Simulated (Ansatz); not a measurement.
# B3LYP/6-31G(d) (spherical functions) run of AlClF2 (SMILES [F][Al]([F])[Cl])

What is the electronic atomisation energy of AlClF2 at B3LYP/6-31G* (spherical functions)? 

Program for the calculation: Ansatz 0.2.0.

46 further runs of the same task are left out: 46 set aside as unsound or not needed.

## (1) The structure to begin with

AlClF2: 4 atoms, total charge 0, spin state singlet. SMILES: `[F][Al]([F])[Cl]`. Geometry: relaxed at PBE0-D4/def2-TZVP.

Bond lengths: F1–Al2 1.631 Å, Al2–F3 1.631 Å, Al2–Cl4 2.061 Å. Angles: F1–Al2–F3 119.0°, F1–Al2–Cl4 120.5°, F3–Al2–Cl4 120.5°.

## (2) A single-point energy at B3LYP/6-31G(d) (spherical functions)

input.yaml reads:

```yaml
crystal:
  periodic: [false, false, false]
  atoms:
    - symbol: F
      position_ang: [0.997200, 0.721760, 1.149640]
    - symbol: Al
      position_ang: [0.069280, -0.050750, 0.053570]
    - symbol: F
      position_ang: [0.273490, -1.653820, -0.164660]
    - symbol: Cl
      position_ang: [-1.339980, 0.982810, -1.038560]
basis:
  gaussian:
    orbitals: 6-31G_st_-spherical.json
output: {orbitals: {seedname: orbitals}}
accuracy: high
hamiltonian:
  xc: {name: B3LYP}
```

The basis set 6-31G* is read from a file made from the Basis Set Exchange's data (not shown).

The run is started by

```bash
$ ansatz run input.yaml --threads 1 --pin off --max-ram 3480MiB --events-out events.jsonl --progress --plain --runs-dir runs
```

Output:

```text
Warning: RAYON_NUM_THREADS=1 ignored (pool sized by the plan → 1); use --threads N
Functional definition: B3LYP
  name "B3LYP"
  parameter a0 = 0.2
  parameter ax = 0.72
  parameter ac = 0.81
  exchange = (1 - a0 - ax)*slater_x + ax*b88_x + a0*exact_x
  correlation = (1 - ac)*vwn_rpa_c + ac*lyp_c
1237 factors; integrals over basis functions are off by at most 3.6e-9 eV
mean field evaluation 1: about -24554.7890 eV, gradient 5.0e1 eV
mean field evaluation 2: about -24547.4421 eV, gradient 8.7e1 eV
mean field evaluation 4: about -24558.6822 eV, gradient 1.6e0 eV
mean field evaluation 8: about -24558.7667 eV, gradient 8.8e-2 eV
mean field evaluation 16: about -24558.7667 eV, gradient 1.6e-6 eV
mean field -24558.76674863 eV, -902.5180314820 hartree, gradient 6.8e-8 eV, S^2 0.000000; 0 other end points of the search recorded, 0 dependent functions left out
reference -24558.76678454 eV, -902.5180328017 hartree; 24, 24 occupied and 40, 40 virtual orbitals, 1237 factors
Total energy: -24558.76678454 eV, -902.5180328017 hartree
```

It took 3.6 s on 1 thread of Arm Neoverse V2, shared host; peak memory 0.18 GiB.

## (3) The Al atom, same level

molecule.yaml reads:

```yaml
crystal:
  periodic: [false, false, false]
  atoms:
    - {symbol: Al, position_ang: [0.000000, 0.000000, 0.000000]}
basis:
  gaussian:
    orbitals: 6-31G_st_-spherical.json
magnetization:
  spin_polarized: true
  initial_magnetization: 1
hamiltonian:
  xc: {name: B3LYP}
accuracy: high
```

The basis set 6-31G* is read from a file made from the Basis Set Exchange's data (not shown).

Run the same way, it converges to -242.36652 Eh (log not shown).

## (4) The Cl atom, same level

run.yaml reads:

```yaml
crystal:
  periodic: [false, false, false]
  atoms:
    - {symbol: Cl, position_ang: [0.000000, 0.000000, 0.000000]}
basis:
  gaussian:
    orbitals: 6-31G_st_-spherical.json
magnetization:
  spin_polarized: true
  initial_magnetization: 1
hamiltonian:
  xc: {name: B3LYP}
accuracy: high
```

The basis set 6-31G* is read from a file made from the Basis Set Exchange's data (not shown).

The run is started by

```bash
$ ansatz run run.yaml --threads 1 --pin off --max-ram 3480MiB --events-out events.jsonl --progress --plain --runs-dir runs
```

Output, shortened:

```text
Warning: RAYON_NUM_THREADS=1 ignored (pool sized by the plan → 1); use --threads N
[... 7 set-up lines as earlier in the session ...]
140 factors; integrals over basis functions are off by at most 3.1e-9 eV
mean field evaluation 1: about -12520.7929 eV, gradient 3.0e0 eV
mean field evaluation 2: about -12520.8431 eV, gradient 1.0e0 eV
mean field evaluation 4: about -12520.8501 eV, gradient 3.8e-1 eV
mean field evaluation 8: about -12520.8510 eV, gradient 2.0e-4 eV
mean field evaluation 16: about -12520.8510 eV, gradient 3.3e-6 eV
mean field -12520.85099785 eV, -460.1327872334 hartree, gradient 3.5e-8 eV, S^2 0.751713; 0 other end points of the search recorded, 0 dependent functions left out
reference -12520.85102068 eV, -460.1327880722 hartree; 9, 8 occupied and 9, 10 virtual orbitals, 140 factors
Total energy: -12520.85102068 eV, -460.1327880722 hartree
```

Run time: 0.6 s. Hardware: 1 thread of Arm Neoverse V2, shared host.

## (5) The F atom at the same level

molecule.yaml reads:

```yaml
crystal:
  periodic: [false, false, false]
  atoms:
    - {symbol: F, position_ang: [0.000000, 0.000000, 0.000000]}
basis:
  gaussian: {orbitals: 6-31G_st_-spherical.json}
hamiltonian: {xc: {name: B3LYP}}
magnetization: {spin_polarized: true, initial_magnetization: 1}
accuracy: high
```

The basis set 6-31G* is read from a file made from the Basis Set Exchange's data (not shown).

Run the same way, it converges to -99.71458 Eh (log not shown).

## (6) What came out

Level: B3LYP/6-31G* (spherical functions).

| quantity | value |
| --- | --- |
| molecule: total energy | -902.51803 Eh |
| molecule: HOMO energy | -9.49 eV |
| molecule: LUMO energy | -1.58 eV |
| molecule: HOMO–LUMO gap | 7.91 eV |
| Al atom: total energy | -242.36652 Eh |
| Al atom: ⟨S²⟩ | 0.752 |
| Cl atom: total energy | -460.13279 Eh |
| Cl atom: ⟨S²⟩ | 0.752 |
| F atom: total energy | -99.71458 Eh |
| F atom: ⟨S²⟩ | 0.751 |
| electronic atomisation energy | 16.043 eV |

In words: Taking the molecule apart into free atoms costs 16.04 eV (1548 kJ/mol), before zero-point energy and without spin-orbit coupling.
